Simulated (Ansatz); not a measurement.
# CGaGe: the cost of one run

Method: UKS PBE0/def2-TZVP; program: Ansatz 0.2.0, Gaussian basis.

### 1 The system as given

3 atoms, charge 0, spin multiplicity 2.

Atoms are counted from 1 here; the program's logs count them from 0.

Bond lengths: C1–Ge2 1.765 Å, C1–Ga3 1.974 Å. Angles: Ge2–C1–Ga3 180.0°.

Geometry (Å):

```xyz
3
charge 0, multiplicity 2
C     0.0000    0.0000   -0.0699
Ge    0.0000    0.0000   -1.8345
Ga    0.0000    0.0000    1.9044
```

The start was built by rule and, where that kept it together, relaxed with GFN2-xTB. Sticks and bond lists go by distance. No spin-orbit coupling is included. 

### 2 Relaxation

in.yaml reads:

```yaml
crystal:
  periodic: [false, false, false]
  atoms:
    - {symbol: C, position_ang: [0.000000, 0.000000, -0.069906]}
    - {symbol: Ge, position_ang: [0.000000, 0.000000, -1.834504]}
    - {symbol: Ga, position_ang: [0.000000, 0.000000, 1.904409]}
basis:
  gaussian: {orbitals: def2-TZVP}
magnetization: {spin_polarized: true, initial_magnetization: 1}
hamiltonian: {xc: pbe0}
relax: {f_tol: 0.004, max_steps: 80}
```

The run is started by

```bash
$ ansatz run in.yaml --threads 1 --pin off --events-out ev --progress --plain --max-ram 2176MiB
```

What time and memory should one allow on 1 thread of Arm Neoverse V2, shared host?

About 3.5 min, with a peak of 0.43 GiB.
